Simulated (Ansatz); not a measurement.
# SnH2 (triplet): from Hartree-Fock to the top rungs at distance Sn1–H2 = 3.100 Å, def2-SVP

How much of the correlation energy of SnH2 (triplet) does each wave-function method recover here?

Computed with Ansatz 0.2.0, Gaussian basis. Level: def2-SVP, core rule «outside noble gas», up to 9 orbitals frozen.

Plan: UHF; CCSD(T) on ROHF; CCSD(T) on UHF; BCCD(T) on ROHF; CISD; CCSDT(Q) on ROHF; CCSDT(Q) on UHF; CASSCF and MRCISD+Q, 4 electrons in 4 orbitals; CASSCF and NEVPT2, 4 electrons in 4 orbitals; CASSCF and MRCISD+Q, 6 electrons in 6 orbitals; CASSCF and NEVPT2, 6 electrons in 6 orbitals; Full CI.

19 further runs of the same task are left out: 16 that didn't finish, 3 set aside as unsound or not needed.

### 1 The system

The geometry derives from a PBE0/def2-TZVP stationary point (not a proven minimum). One bond is set to the value named and the two fragments are kept rigid. No spin-orbit coupling is included. Elements past krypton take def2 core potentials.

3 atoms, charge 0, spin multiplicity 3.

Atoms are counted from 1 here; the program's logs count them from 0.

Bond lengths: Sn1–H3 1.715 Å.

### 2 UHF

File in.yaml:

```yaml
crystal:
  periodic: [false, false, false]
  atoms:
    - {symbol: Sn, position_ang: [0.000000, -0.020202, 0.009997]}
    - {symbol: H, position_ang: [0.000000, 1.537622, -2.670149]}
    - {symbol: H, position_ang: [0.000000, 0.841642, 1.492750]}
basis:
  gaussian: {orbitals: def2-SVP}
magnetization: {spin_polarized: true, initial_magnetization: 2}
hamiltonian: {xc: hf}
output: {orbitals: {seedname: orbitals}}
```

Launch:

```
ansatz run in.yaml --threads 1 --pin off --events-out ev --progress --plain --max-ram 2393MiB
```

Further steps of the session: CCSD(T) on ROHF; CCSD(T) on UHF; BCCD(T) on ROHF; CISD; CCSDT(Q) on ROHF; CCSDT(Q) on UHF; CASSCF and MRCISD+Q, 4 electrons in 4 orbitals; CASSCF and NEVPT2, 4 electrons in 4 orbitals; CASSCF and MRCISD+Q, 6 electrons in 6 orbitals; CASSCF and NEVPT2, 6 electrons in 6 orbitals; Full CI.

**Question.** What will the summary of the whole plan be? Wanted: FCI below the RHF energy; RMP2 from FCI; UMP2 from FCI; RCCSD from FCI; RCCSD(T) from FCI; UCCSD(T) from FCI; RCCSDT(Q) from FCI; UCCSDT(Q) from FCI; MRCISD+Q pair from FCI.

As calculated:

| quantity | value |
| --- | --- |
| FCI below the RHF energy | -2.1521 eV |
| RMP2 from FCI | +13.59 kcal/mol |
| UMP2 from FCI | +13.64 kcal/mol |
| RCCSD from FCI | +1.20 kcal/mol |
| RCCSD(T) from FCI | +0.34 kcal/mol |
| UCCSD(T) from FCI | +0.21 kcal/mol |
| RCCSDT(Q) from FCI | 0.00 kcal/mol |
| UCCSDT(Q) from FCI | -0.14 kcal/mol |
| MRCISD+Q pair from FCI | -0.65 kcal/mol |
| NEVPT2 valence from FCI | +8.99 kcal/mol |
| MRCISD+Q valence from FCI | -0.06 kcal/mol |
| levels within 1 kcal/mol (43 meV) | RCCSD(T), UCCSD(T), BCCD(T), RCCSDT, UCCSDT, RCCSDT(Q), UCCSDT(Q), MRCISD+Q pair, MRCISD+Q valence |
| T1 diagnostic | 0.029 |
| effectively unpaired electrons | 2.06 |

RCCSD(T) lands +0.34 kcal/mol from the yardstick (0.7 % of the correlation energy). UCCSDT, UCCSDT(Q), MRCISD+Q pair, MRCISD+Q valence fall below full CI: unrestricted runs freeze a spin-polarised core, another one than full CI's, and coupled cluster isn't variational. One determinant dominates. Of the multireference levels listed MRCISD+Q valence comes nearest in total energy (-0.06 kcal/mol), which doesn't show that its space is the better one. These misses are within one basis, not against nature; the frozen cores of restricted and unrestricted runs differ, which can shift their rows.
